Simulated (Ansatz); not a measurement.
# ReRhO: the cost of one run

Program: Ansatz 0.2.0. Level of theory: DFT PBE, scalar-relativistic, plane waves, PAW. These are calculated values, not measurements.

## Step 1: The structure to begin with

It takes space group P6_3/mmc (No. 194, hexagonal). Conventional cell: a = 3.648 Å, b = 3.648 Å, c = 6.537 Å, α = 90.00°, β = 90.00°, γ = 120.00°. Re (site symmetry -6m2) has 3 O at 2.11 Å as nearest neighbours. Rh (site symmetry -3m) has 6 Re at 2.67 Å and 6 O at 2.67 Å as nearest neighbours. O (site symmetry -6m2) has 3 Re at 2.11 Å and 6 Rh at 2.67 Å as nearest neighbours.

As a file:

```
Re Rh O
1.0
     3.64830    0.00000    0.00000
    -1.82415    3.15952    0.00000
     0.00000    0.00000    6.53747
Re Rh O
2 2 2
Cartesian
  1.8242 1.0532 4.9031
  0.0000 2.1063 1.6344
  0.0000 0.0000 3.2687
  0.0000 0.0000 0.0000
  0.0000 2.1063 4.9031
  1.8242 1.0532 1.6344
```

A structure generator made this guess: species swapped into a database cell of EuAgAs (P6_3/mmc, No. 194), with Rh on the Eu sites, O on the Ag sites and Re on the As sites. Lengths come from tabulated atomic sizes and are only a guess.

## Step 2: Probe: one point on a coarse mesh

The input, input.yaml:

```yaml
crystal:
  lattice:
    - [3.64830299, 0.0, 0.0]
    - [-1.82415149, 3.15952307, 0.0]
    - [0.0, 0.0, 6.53746751]
  atoms:
    - { symbol: Re, position: [0.66666667, 0.33333333, 0.75], spin: 1.0 }
    - { symbol: Re, position: [0.33333333, 0.66666667, 0.25], spin: 1.0 }
    - { symbol: Rh, position: [0.0, 0.0, 0.5], spin: 1.0 }
    - { symbol: Rh, position: [0.0, 0.0, 0.0], spin: 1.0 }
    - { symbol: O, position: [0.33333333, 0.66666667, 0.75] }
    - { symbol: O, position: [0.66666667, 0.33333333, 0.25] }
basis:
  ecutwfc: 420
kpoints:
  mp_grid: { grid: [6, 6, 4] }
hamiltonian:
  xc: pbe
scf:
  occupations: { method: gaussian, width: 0.1 }
  lower_state_search: "off"
output:
  forces: true
  stress: true
  eigenvalues: true
  populations: true
magnetization:
  spin_polarized: true
```

On the command line:

```bash
$ ansatz run input.yaml --threads 1 --pin off --max-ram 2560MiB --backend cpu --events-out ev --progress --plain --runs-dir out
```

What time and memory should one allow on 1 thread of Arm Neoverse N1, shared host?

About 27 s, with a peak of 0.46 GiB.
